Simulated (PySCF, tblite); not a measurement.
# octafluorocyclobutane (C4F8): geometry, infrared bands, NMR shifts, spin-spin couplings and electronic excitations, part 2 of 2

tblite 0.8.0 and PySCF 2.14.0. Atoms count from 0.

### Step 7. Ultraviolet spectrum: PBE0/def2-SVPD

Job settings and geometry (Å):

```
{"job": {"kind": "uv", "xc": "PBE0", "basis": "def2-SVPD", "ip": false}, "charge": 0, "multiplicity": 1}
F      0.361792    -0.930699    -1.812072
C      0.296085    -0.944954    -0.482401
F      0.611140    -2.141038    -0.010597
C     -1.041718    -0.336195     0.035982
F     -2.033784    -0.290900    -0.839326
F     -1.438591    -0.909354     1.170204
C     -0.299644     1.010061     0.296291
F     -0.523055     1.578433     1.470862
F     -0.494480     1.880361    -0.692448
C      1.058753     0.259954     0.146112
F      1.961495     0.841974    -0.627984
F      1.582286    -0.052417     1.329761
```

With the program's defaults for keys left out, this is: TDDFT PBE0/def2-SVPD, vertical, gas phase, core orbitals frozen in the response.

Standard output:

```text
coarse grid: 13032 points
cycle   1  E = -949.1445622022  dE =  2.418e+00  |g| = 1.257e+00  |ddm| = 5.045e+00
cycle   2  E = -948.6349101039  dE =  5.097e-01  |g| = 2.206e+00  |ddm| = 5.981e+00
cycle   3  E = -949.4167977386  dE = -7.819e-01  |g| = 7.258e-02  |ddm| = 4.909e+00
cycle   4  E = -949.4175741428  dE = -7.764e-04  |g| = 2.776e-02  |ddm| = 2.444e-01
cycle   5  E = -949.4176704039  dE = -9.626e-05  |g| = 1.305e-02  |ddm| = 5.456e-02
cycle   6  E = -949.4176968192  dE = -2.642e-05  |g| = 1.502e-03  |ddm| = 2.008e-02
cycle   7  E = -949.4176971870  dE = -3.678e-07  |g| = 3.662e-04  |ddm| = 3.817e-03
final grid: 137664 points
cycle   8  E = -949.5391744000  dE = -4.884e-05  |g| = 7.696e-03  |ddm| = 1.231e-01
cycle   9  E = -949.5391594495  dE =  1.495e-05  |g| = 1.241e-02  |ddm| = 2.912e-02
cycle  10  E = -949.5391845174  dE = -2.507e-05  |g| = 2.092e-04  |ddm| = 1.820e-02
cycle  11  E = -949.5391845236  dE = -6.130e-09  |g| = 1.243e-04  |ddm| = 8.264e-04
cycle  12  E = -949.5391845259  dE = -2.340e-09  |g| = 4.357e-05  |ddm| = 2.169e-04
cycle  13  E = -949.5391845262  dE = -2.979e-10  |g| = 8.227e-06  |ddm| = 6.779e-05
converged SCF energy = -949.5391845262

Static polarisability (au): isotropic 51.114, principal 51.005 51.160 51.178

Singlet excitations
state   eV       nm        f      main configurations
  1   6.9374    178.7   0.00000   H->L 0.99
  2   8.5620    144.8   0.00000   H->L+1 0.98
  3   8.8170    140.6   0.00068   H-1->L 0.98
  4   8.8220    140.5   0.00069   H-2->L 0.98
  5   9.9604    124.5   0.00002   H->L+3 0.58, H-1->L+1 0.32
  6   9.9611    124.5   0.00001   H->L+2 0.59, H-2->L+1 0.31
  7  10.2565    120.9   0.02620   H-1->L+1 0.65, H->L+3 0.32
  8  10.2594    120.8   0.02611   H-2->L+1 0.66, H->L+2 0.31
  9  10.3315    120.0   0.00116   H-3->L 0.98
 10  10.4022    119.2   0.01934   H-4->L 0.96

Triplet excitations (Tamm-Dancoff, eV): 6.6059 8.0743 8.0793 8.2550
```

Wall time 39 s (2 threads of AMD EPYC 9R14, shared host); peak memory 1.5 GiB.

Frontier orbitals and where they lie:

| orbital | eV | atoms |
| --- | --- | --- |
| HOMO−3 | -12.92 | F2 13 %, F4 13 %, F7 13 % |
| HOMO−2 | -11.42 | C6 10 %, C1 10 %, F2 8 % |
| HOMO−1 | -11.41 | C9 10 %, C3 10 %, F10 8 % |
| HOMO | -9.80 | C3 11 %, C1 11 %, C6 11 % |
| LUMO | -1.03 | C6 12 %, C3 12 %, C9 12 % |
| LUMO+1 | 0.05 | C6 12 %, C9 12 %, C3 12 % |
| LUMO+2 | 1.37 | F10 15 %, F4 15 %, F5 12 % |

With each of the 10 states as a Gaussian band of 0.4 eV half-width at 1/e, the curve within the window shown has maxima at 141 nm (ε 55), 121 nm (ε 2,900) L/(mol cm). Beyond the last state computed it falls off for lack of states. The curve at chosen wavelengths:

(nm, ε (L/mol/cm)): (116, 1083), (119, 2576), (122, 2638), (125, 1298), (129, 191), (132, 31), (135, 25), (138, 46), (141, 55), (144, 43), (148, 17), (151, 6), (154, 1), (157, 0), (160, 0), (163, 0), (167, 0), (170, 0), (173, 0), (176, 0), (179, 0), (182, 0), (186, 0), (189, 0), (192, 0), (195, 0)

Ground-state properties from the same run:

| property | computed |
| --- | --- |
| dipole moment (D) | 0.00 |
| polarisability (Å³) | 7.57 |
| HOMO–LUMO gap (eV) | 8.77 |
| −ε(HOMO) (eV) | 9.80 |

### Step 8. Shielding tensors: mPW1PW91/pcSseg-2

Settings changed since step 7:

```diff
@@ -1,2 +1,2 @@
-{"job": {"kind": "uv", "xc": "PBE0", "basis": "def2-SVPD", "ip": false}, "charge": 0, "multiplicity": 1}
+{"job": {"kind": "nmr", "xc": "mPW1PW91", "basis": "pcSseg-2", "pop": false}, "charge": 0, "multiplicity": 1}
 F      0.361792    -0.930699    -1.812072
```

Level: GIAO mPW1PW91/pcSseg-2 NMR shielding, non-relativistic, gas phase.

Standard output:

```text
coarse grid: 13032 points
cycle   1  E = -950.9905354016  dE =  2.522e+00  |g| = 1.422e+00  |ddm| = 3.332e+00
cycle   2  E = -950.3448533527  dE =  6.457e-01  |g| = 2.539e+00  |ddm| = 1.714e+00
cycle   3  E = -951.3033512392  dE = -9.585e-01  |g| = 7.707e-02  |ddm| = 1.151e+00
cycle   4  E = -951.3041621708  dE = -8.109e-04  |g| = 3.331e-02  |ddm| = 6.700e-02
cycle   5  E = -951.3042941763  dE = -1.320e-04  |g| = 1.620e-02  |ddm| = 2.237e-02
cycle   6  E = -951.3043300919  dE = -3.592e-05  |g| = 1.105e-03  |ddm| = 7.546e-03
cycle   7  E = -951.3043302671  dE = -1.752e-07  |g| = 2.502e-04  |ddm| = 8.500e-04
final grid: 137664 points
cycle   8  E = -951.2919809108  dE = -1.475e-04  |g| = 3.927e-03  |ddm| = 6.071e-02
cycle   9  E = -951.2919779704  dE =  2.940e-06  |g| = 6.017e-03  |ddm| = 5.225e-03
cycle  10  E = -951.2919834112  dE = -5.441e-06  |g| = 2.238e-04  |ddm| = 2.611e-03
cycle  11  E = -951.2919834157  dE = -4.473e-09  |g| = 1.450e-04  |ddm| = 2.609e-04
cycle  12  E = -951.2919834185  dE = -2.799e-09  |g| = 4.204e-05  |ddm| = 9.429e-05
cycle  13  E = -951.2919834187  dE = -2.417e-10  |g| = 9.502e-06  |ddm| = 2.427e-05
converged SCF energy = -951.2919834187

GIAO shielding tensors (ppm)
atom      isotropic    diamagn.    paramagn.     s11        s22        s33       span
  0 F      324.703     467.158    -142.455    253.461    335.981    384.667    131.206
  1 C       64.260     247.759    -183.499     52.443     63.623     76.715     24.271
  2 F      326.855     466.108    -139.252    257.549    343.229    379.788    122.239
  3 C       64.179     247.745    -183.566     52.389     63.672     76.475     24.085
  4 F      326.676     466.125    -139.449    257.513    342.942    379.572    122.059
  5 F      324.762     467.152    -142.391    253.570    336.078    384.637    131.068
  6 C       64.162     247.733    -183.571     52.387     63.523     76.576     24.189
  7 F      326.675     466.122    -139.446    257.413    343.119    379.494    122.081
  8 F      324.564     467.165    -142.601    253.234    335.990    384.467    131.233
  9 C       64.175     247.759    -183.584     52.364     63.687     76.474     24.110
 10 F      326.662     466.103    -139.441    257.460    343.129    379.396    121.935
 11 F      324.744     467.156    -142.412    253.595    335.912    384.725    131.130
```

Wall time 50 s (2 threads of AMD EPYC 9R14, shared host); peak memory 2.7 GiB.

Key values: δ C1 119.3, F0 -148.5 ppm (means over like atoms).

### Step 9. Run by run: NMR shifts

Shifts (ppm), means over like atoms, with basis size and wall time:

| run | C1 | F0 | functions | time |
| --- | --- | --- | --- | --- |
| PBE0/pcSseg-1 | 115.8 | -152.8 | 204 | 14 s |
| mPW1PW91/pcSseg-2 | 119.3 | -148.5 | 432 | 50 s |

### Step 10. What came out

What follows sums up all 2 parts.

```
                                                                 quantity                                            value
                                strongest single infrared mode (GFN2-xTB)                            1146 cm⁻¹, 705 km/mol
                                             zero-point energy (GFN2-xTB)                                    27.2 kcal/mol
                                                              point group                                              D2d
                                     rotational constants (main isotopes)                             1.07, 1.07, 0.88 GHz
  ¹³C shifts against TMS (PBE0/pcSseg-1, means over atoms taken as alike)                                        115.8 ppm
¹⁹F shifts against CFCl3 (PBE0/pcSseg-1, means over atoms taken as alike)                                       -152.8 ppm
                              largest coupling of the table (B3LYP/pcJ-1)  ¹J(F,C) F0–C1, -359.0 Hz (mean over like pairs)
                                          lowest singlet (PBE0/def2-SVPD)                      6.94 eV (179 nm), f = 0.000
                                 brightest single state of those computed                     state 7, 10.26 eV, f = 0.026
                                                           lowest triplet                                          6.61 eV
                           range of the shift of F0 (with its like atoms)                             -152.8 to -148.5 ppm
```

All 30 modes are real, so the xTB geometry is a minimum. The strongest single mode, at 1146 cm⁻¹, has its largest shares on C3, C6, C9 and C1 (the list is cut at 4 atoms). Unscaled tight-binding wavenumbers are off by several per cent, some by more. Its intensities can rank the bands wrongly. The start of the PBE0/def2-SVP relaxation was shaken at random by about 0.01 Å, so part of the energy gained, and of the first lengths quoted, undoes that. Relaxing lowered the energy by 0.098 eV in 12 steps; the close pair that moved most is C1–C3, from 1.606 to 1.559 Å (PBE0/def2-SVP). In the run at B3LYP/pcJ-1, the largest coupling of the table is F0–C1 (mean over like pairs), -359.0 Hz, of which the Fermi-contact term gives -347.1 Hz. Couplings across rotatable bonds belong to this one conformer; where others are populated, the observed values are averages. Density functionals describe couplings to fluorine poorly, F–F couplings above all, so those rows are rough. At PBE0/def2-SVPD, states above −ε(HOMO) (9.80 eV) lie where TDDFT describes them poorly and they hang on the basis; the brightest is among them. In ppm, F0 (with its like atoms) moves most: its shift spreads over 4.3 ppm, from -152.8 (PBE0/pcSseg-1) to -148.5 (mPW1PW91/pcSseg-2). The conformer search found further structures of the same energy, which may be mirror or relabelled copies of this one.
